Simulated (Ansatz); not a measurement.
Molecular dynamics of LiGaSi$_{2}$O$_{6}$

Input:

```yaml
crystal:
  lattice:
    - [2.8829148549, 4.1731239311, 4.8141502045]
    - [2.8829148549, -4.1731239311, 4.8141502045]
    - [9.3119809459, 0.0, 0.0]
  atoms:
    - { symbol: Li, position: [0.90675166, 0.34192133, 0.34987164] }
    - { symbol: Li, position: [0.56783234, 0.21461276, 0.08313899] }
    - { symbol: Ga, position: [0.5001917, 0.77597978, 0.33830437] }
    - { symbol: Ga, position: [0.99013379, 0.79378215, 0.07129848] }
    - { symbol: Si, position: [0.17845792, 0.02580537, 0.16256911] }
    - { symbol: Si, position: [0.19307453, 0.06609157, 0.53838163] }
    - { symbol: Si, position: [0.2664938, 0.54561608, 0.29460802] }
    - { symbol: Si, position: [0.27360332, 0.46478635, 0.91385527] }
    - { symbol: O, position: [0.12546674, 1.01613764, 0.00849309] }
    - { symbol: O, position: [0.27773218, 0.11172857, 0.65475344] }
    - { symbol: O, position: [0.37171971, 0.54022891, 0.43079012] }
    - { symbol: O, position: [0.20457055, 0.39242462, 0.80601928] }
    - { symbol: O, position: [0.39524134, 0.87229513, 0.17546027] }
    - { symbol: O, position: [0.33380308, 0.82751779, 0.52619797] }
    - { symbol: O, position: [0.04541093, 0.68010362, 0.27360843] }
    - { symbol: O, position: [0.1889787, 0.68477071, 0.93984578] }
    - { symbol: O, position: [-0.00725724, 0.00331497, 0.34730806] }
    - { symbol: O, position: [0.19493093, 0.29478885, 0.37460272] }
    - { symbol: O, position: [0.46197897, 0.53105741, 0.12171034] }
    - { symbol: O, position: [0.24954759, 0.25816478, 0.08854739] }
    - { symbol: Li, position: [0.40120384, 0.87059407, 0.86292206] }
    - { symbol: Li, position: [0.15564599, 0.60738993, 0.60277115] }
    - { symbol: Ga, position: [0.01431939, 0.24647073, 0.8664384] }
    - { symbol: Ga, position: [0.48740252, 0.23435341, 0.6037103] }
    - { symbol: Si, position: [0.70947025, 0.48664933, 0.66091878] }
    - { symbol: Si, position: [0.71356433, 0.554227, 0.05073698] }
    - { symbol: Si, position: [0.78508566, 0.97106255, 0.80452699] }
    - { symbol: Si, position: [0.75615419, 0.94043913, 0.42581162] }
    - { symbol: O, position: [0.66045129, 0.45087591, 0.52590935] }
    - { symbol: O, position: [0.80896197, 0.60196784, 0.17357474] }
    - { symbol: O, position: [0.81894272, 0.03589042, 0.9347176] }
    - { symbol: O, position: [0.7053603, 0.92400166, 0.27769402] }
    - { symbol: O, position: [0.92740454, 0.35862135, 0.67865709] }
    - { symbol: O, position: [0.82326934, 0.34022526, 0.02837475] }
    - { symbol: O, position: [0.55826151, 0.09147509, 0.77945365] }
    - { symbol: O, position: [0.64853994, 0.15446334, 0.45665295] }
    - { symbol: O, position: [0.52520172, 0.46857697, 0.85104329] }
    - { symbol: O, position: [0.74984107, 0.73538603, 0.87204519] }
    - { symbol: O, position: [0.94869416, 1.03576124, 0.60821693] }
    - { symbol: O, position: [0.71313486, 0.73272124, 0.59165403] }
basis:
  ecutwfc: 420.0
kpoints:
  mp_grid: { grid: [2, 2, 1] }
hamiltonian:
  xc: lda
scf:
  occupations: { method: fermi_dirac, width: 0.05 }
  lower_state_search: "off"
md:
  timestep: 1
  n_steps: 380
  ensemble: nve
  temperature: 1170.0
  initial_velocities: maxwell_boltzmann
  seed: 647477
```

Launched with:

```bash
$ ansatz run input.yaml --threads 2 --pin off --max-ram 5120MiB --backend cpu --events-out ev --progress --plain --runs-dir out
```

It goes on from the last frame of an earlier run, with new velocities.

Output, in part (step lines):

```
md step     0: t =     0.00 fs  T =  1170.0 K  F+E_penalty+E_count = -33863.75554031 eV  E_kin = 5.898134 eV  conserved = -33857.85740656 eV  (9 SCF iters)
md step     1: t =     1.00 fs  T =  1134.7 K  F+E_penalty+E_count = -33863.57579572 eV  E_kin = 5.720135 eV  conserved = -33857.85566115 eV  (8 SCF iters)
md step     2: t =     2.00 fs  T =  1114.7 K  F+E_penalty+E_count = -33863.47397724 eV  E_kin = 5.619142 eV  conserved = -33857.85483539 eV  (8 SCF iters)
md step     3: t =     3.00 fs  T =  1112.4 K  F+E_penalty+E_count = -33863.46314909 eV  E_kin = 5.607953 eV  conserved = -33857.85519627 eV  (8 SCF iters)
md step     4: t =     4.00 fs  T =  1127.0 K  F+E_penalty+E_count = -33863.53810465 eV  E_kin = 5.681525 eV  conserved = -33857.85657996 eV  (8 SCF iters)
md step     5: t =     5.00 fs  T =  1154.4 K  F+E_penalty+E_count = -33863.67776817 eV  E_kin = 5.819273 eV  conserved = -33857.85849519 eV  (4 SCF iters)
md step     6: t =     6.00 fs  T =  1188.7 K  F+E_penalty+E_count = -33863.85253118 eV  E_kin = 5.992173 eV  conserved = -33857.86035810 eV  (4 SCF iters)
md step     7: t =     7.00 fs  T =  1224.2 K  F+E_penalty+E_count = -33864.03312065 eV  E_kin = 6.171409 eV  conserved = -33857.86171123 eV  (4 SCF iters)
[... lines left out ...]
```

The steps, from the saved trajectory:

| time (fs) | T (K) | potential energy less start (eV) | conserved less start (meV/atom) |
| --- | --- | --- | --- |
| 0.0 | 1170 | 0.000 | 0.00 |
| 12.0 | 1338 | -0.851 | -0.10 |
| 24.0 | 1237 | -0.338 | 0.01 |
| 36.0 | 1362 | -0.967 | -0.02 |
| 48.0 | 1362 | -0.972 | -0.04 |
| 60.0 | 1388 | -1.101 | -0.05 |
| 72.0 | 1611 | -2.227 | -0.08 |
| 84.0 | 1444 | -1.381 | -0.03 |
| 96.0 | 1561 | -1.977 | -0.13 |
| 108.0 | 1637 | -2.360 | -0.15 |
| 120.0 | 1464 | -1.486 | -0.14 |
| 132.0 | 1319 | -0.753 | -0.05 |
| 144.0 | 1304 | -0.678 | -0.01 |
| 156.0 | 1361 | -0.964 | -0.04 |
| 168.0 | 1361 | -0.967 | -0.09 |
| 180.0 | 1287 | -0.590 | -0.01 |
| 192.0 | 1566 | -2.002 | -0.12 |
| 204.0 | 1435 | -1.343 | -0.13 |
| 216.0 | 1274 | -0.524 | -0.04 |
| 228.0 | 1389 | -1.106 | -0.05 |
| 240.0 | 1873 | -3.551 | -0.23 |
| 252.0 | 1525 | -1.791 | -0.05 |
| 264.0 | 1123 | 0.238 | 0.01 |
| 276.0 | 1080 | 0.456 | 0.06 |
| 288.0 | 1525 | -1.794 | -0.12 |
| 300.0 | 1376 | -1.037 | 0.01 |
| 312.0 | 1663 | -2.489 | -0.10 |
| 324.0 | 1556 | -1.950 | -0.09 |
| 336.0 | 1486 | -1.599 | -0.10 |
| 348.0 | 1231 | -0.308 | 0.06 |
| 360.0 | 1402 | -1.170 | -0.03 |
| 372.0 | 1270 | -0.504 | 0.01 |

The run went to its last step. The conserved energy stayed within 0.27 meV per atom of its start (net change -0.17 meV per atom), so the integration is sound. A run of 0.38 ps of so small a system gives no equilibrium averages. Limits of this set-up: coarse k mesh.

Mean squared displacements from the first frame to the last, about the centre of mass: Li 0.26 Å², Ga 0.11 Å², Si 0.10 Å², O 0.18 Å².

Last frame:

```xyz
40
Lattice="2.8829 4.1731 4.8142 2.8829 -4.1731 4.8142 9.3120 0.0000 0.0000" Properties=species:S:1:pos:R:3
Li 7.338 2.442 6.125
Li 3.452 1.899 3.461
Ga 6.668 -0.761 5.988
Ga 5.993 0.593 8.400
Si 2.155 0.645 1.105
Si 5.949 0.985 1.309
Si 4.897 -0.863 3.557
Si 10.701 -0.932 3.508
O 3.554 -3.615 5.291
O 7.477 1.019 1.821
O 6.387 -0.843 4.146
O 9.161 -0.612 2.970
O 5.284 -2.068 6.472
O 8.297 -1.711 5.948
O 4.292 -2.281 3.185
O 10.937 -2.472 3.821
O 3.138 -0.180 0.205
O 4.982 -0.126 2.162
O 3.952 -0.180 4.632
O 2.400 -0.242 2.478
Li 11.920 -2.288 5.832
Li 7.745 -2.055 3.927
Ga 8.669 -1.164 1.313
Ga 7.749 1.006 3.718
Si 9.736 0.562 5.878
Si 4.009 0.605 6.007
Si 12.589 -0.800 8.661
Si 8.755 -0.768 8.191
O 8.041 0.564 5.605
O 5.473 0.549 6.433
O 11.283 3.272 4.048
O 7.219 -0.746 7.829
O 10.049 2.231 5.990
O 3.764 2.151 5.812
O 9.268 1.844 3.666
O 6.188 1.808 3.767
O 10.803 -0.111 4.961
O 12.389 -0.274 7.067
O 11.711 0.389 9.461
O 9.876 -0.049 7.372
```

Run time: 34 min on 2 threads of Arm Neoverse V1 (shared host), peak memory 1.1 GiB.
